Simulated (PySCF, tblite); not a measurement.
# C₆H₁₀FNSi: geometry, infrared bands and NMR shifts

What infrared bands and NMR shifts should C₆H₁₀FNSi (`CC[C@@H]1C[C@H](C#N)[Si@H]1F`) show?

Computed with tblite 0.8.0 and PySCF 2.14.0, with density-fitted response routines of our own, on a single molecule in the gas phase. Atoms are numbered from 0 throughout.

## 1. Starting geometry

19 atoms, charge 0, multiplicity 1; geometry from: force field or distance geometry start.

Bonds of the start (Å): C0–C1 1.53, C1–C2 1.51, C2–C3 1.59, C3–C4 1.58, C4–C5 1.44, C5–N6 1.16, C4–Si7 1.89, Si7–F8 1.60, Si7–C2 1.92, C0–H9 1.09, C0–H10 1.10, C0–H11 1.08, C1–H12 1.09, C1–H13 1.11, C2–H14 1.08, C3–H15 1.09, C3–H16 1.09, C4–H17 1.10, Si7–H18 1.48.

## 2. Geometry optimisation with GFN2-xTB

What the job is given:

```
{"job": {"kind": "relax", "xc": "GFN2-xTB", "basis": "xTB"}, "charge": 0, "multiplicity": 1}
C      2.530500     0.121300    -0.792800
C      1.561700     0.460100     0.335500
C      0.339200    -0.428500     0.269800
C     -0.714400    -0.098400    -0.876300
C     -1.981700    -0.535000    -0.037200
C     -3.166800     0.253900    -0.264500
N     -4.113500     0.893900    -0.449000
Si    -1.052900    -0.015300     1.519300
F     -1.118600    -1.119700     2.672400
H      2.818700    -0.929200    -0.753000
H      2.053100     0.306400    -1.767000
H      3.419700     0.737600    -0.721600
H      1.301700     1.521300     0.302600
H      2.090900     0.292900     1.294500
H      0.572400    -1.484400     0.328700
H     -0.713800     0.948000    -1.182000
H     -0.560600    -0.697200    -1.775300
H     -2.161100    -1.619600    -0.071400
H     -1.114100     1.401100     1.959600
```

Started as:

```console
$ OMP_NUM_THREADS=1 python probes_run.py task.json out
```

The driver reads the jobs from task.json and runs them one after another.

**Question.** This job is followed by: GFN2-xTB harmonic vibrations, gas phase; GIAO PBE0/pcSseg-1 NMR shielding, non-relativistic, gas phase. Predict these results of the whole session: strongest single infrared mode (GFN2-xTB); zero-point energy (GFN2-xTB); 13C shifts against TMS (PBE0/pcSseg-1); 1H shifts against TMS (PBE0/pcSseg-1, means over atoms taken as alike); 15N shifts against NH3 (PBE0/pcSseg-1); 29Si shifts against TMS (PBE0/pcSseg-1); 19F shifts against CFCl3 (PBE0/pcSseg-1).

The runs gave:

```
                                                              quantity                                               value
                             strongest single infrared mode (GFN2-xTB)                               2390 cm⁻¹, 308 km/mol
                                          zero-point energy (GFN2-xTB)                                       92.6 kcal/mol
                                13C shifts against TMS (PBE0/pcSseg-1)             124.1, 43.6, 30.6, 29.3, 19.4, 16.2 ppm
1H shifts against TMS (PBE0/pcSseg-1, means over atoms taken as alike)  5.52, 2.77, 2.64, 2.13, 1.60, 1.58, 1.41, 0.96 ppm
                                15N shifts against NH3 (PBE0/pcSseg-1)                                           298.7 ppm
                               29Si shifts against TMS (PBE0/pcSseg-1)                                            24.5 ppm
                              19F shifts against CFCl3 (PBE0/pcSseg-1)                                          -176.9 ppm
```

What this shows: Over 91 steps the energy fell by 0.401 eV; of the close pairs, C2–C3 changed most, 1.591 to 1.549 Å. All 51 modes are real, so the xTB geometry is a minimum. The strongest single mode, at 2390 cm⁻¹, moves mainly C5 and N6. Unscaled tight-binding wavenumbers are off by several per cent, some by more. Its intensities can rank the bands wrongly. C5 (nitrile carbon) lies farthest downfield among carbon, at 124.1 ppm; typical of a nitrile. At PBE0/pcSseg-1: The largest span, 464 ppm, is at N6, where the paramagnetic term is -371 ppm.
